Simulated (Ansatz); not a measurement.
# BCl2F + HCl: a complex and its separated parts

Aim: how far the complex at one end of a reaction step lies below its separated, relaxed parts, level by level.

Program: Ansatz 0.2.0, Gaussian basis. Level of theory: PBE0-D4/def2-TZVP structures, single points in def2-TZVPP, no counterpoise correction. These are calculated values, not measurements.

Levels: SPW92, PBE-D4, BLYP-D4, r2SCAN-D4, B97M-V, PBE0-D4, B3LYP-D4, r2SCAN0-D4, BHLYP-D4, CAM-B3LYP-D4, wB97X-V, wB97M-V, B2PLYP, PBE-QIDH, RPA on PBE, Hartree-Fock, MP2, CCSD, CCSD(T).

Cores are frozen in the correlated methods. B3LYP uses VWN-RPA correlation. B2PLYP carries no dispersion term here.

### 1 Starting geometry

The complex: 6 atoms, charge 0, spin multiplicity 1.

Atoms are counted from 1 here; the program's logs count them from 0.

Bond lengths: B1–Cl3 1.738 Å, B1–Cl4 1.738 Å, B1–F6 1.314 Å, Cl2–H5 1.280 Å. Angles: Cl3–B1–Cl4 121.7°, Cl3–B1–F6 119.1°, Cl4–B1–F6 119.1°.

Coordinates:

```mol
BCl3FH
  3D, bonds by distance, orders not assigned

  6  4  0  0  0  0  0  0  0  0999 V2000
   -0.9769    0.4160   -0.1241 B   0  0
    2.2303   -0.5686   -0.0488 Cl  0  0
   -1.2438    0.0728   -1.8066 Cl  0  0
   -0.6946    2.0340    0.4437 Cl  0  0
    1.7145   -1.3865    0.7899 H   0  0
   -1.0293   -0.5677    0.7460 F   0  0
  1  3  8  0
  1  4  8  0
  1  6  8  0
  2  5  8  0
M  END
```

Its parts: BCl2F holds atoms 1, 3, 4, 6; HCl holds atoms 2, 5. Each part counts its atoms afresh in its own runs.

### 2 Relaxing BCl2F alone

The input, relax-a/in.yaml:

```yaml
crystal:
  periodic: [false, false, false]
  atoms:
    - {symbol: B, position_ang: [-0.976895, 0.415988, -0.124095]}
    - {symbol: Cl, position_ang: [-1.243832, 0.072848, -1.806616]}
    - {symbol: Cl, position_ang: [-0.694630, 2.033959, 0.443688]}
    - {symbol: F, position_ang: [-1.029307, -0.567741, 0.746003]}
basis:
  gaussian: {orbitals: def2-TZVP}
hamiltonian: {xc: pbe0, dispersion: d4}
relax: {f_tol: 0.005, max_steps: 200}
```

The command line of these runs was not kept.

After this run come: Relaxing HCl alone; wB97M-V/def2-TZVPP; CCSD(T)/def2-TZVPP; Vibrations of BCl2F; Vibrations of HCl.

Before running it: what results should come out? Wanted: complex less parts, CCSD(T)/def2-TZVPP; with zero-point energy; largest T1 diagnostic.

The runs gave:

```
                              quantity           value
complex less parts, CCSD(T)/def2-TZVPP  -1.80 kcal/mol
                with zero-point energy  -1.31 kcal/mol
                 largest T1 diagnostic           0.012
```

**Reading.** At CCSD(T) the complex lies 1.80 kcal/mol below its parts. PBE-QIDH is the best functional here (+0.26 kcal/mol from CCSD(T)); SPW92 is the worst (-1.50 kcal/mol). By rung, the mean size of the error is: LDA 1.50, GGA 0.66, meta-GGA 0.54, hybrid 0.61, range-separated hybrid 0.65, double hybrid 0.48 kcal/mol. PBE-D4 gives a relative energy 0.69 kcal/mol too low, an error of 38 % of the reference. No counterpoise was applied, and triple zeta lacks some correlation, so the CCSD(T) reference has a basis error of its own, and close matches with it are partly luck.
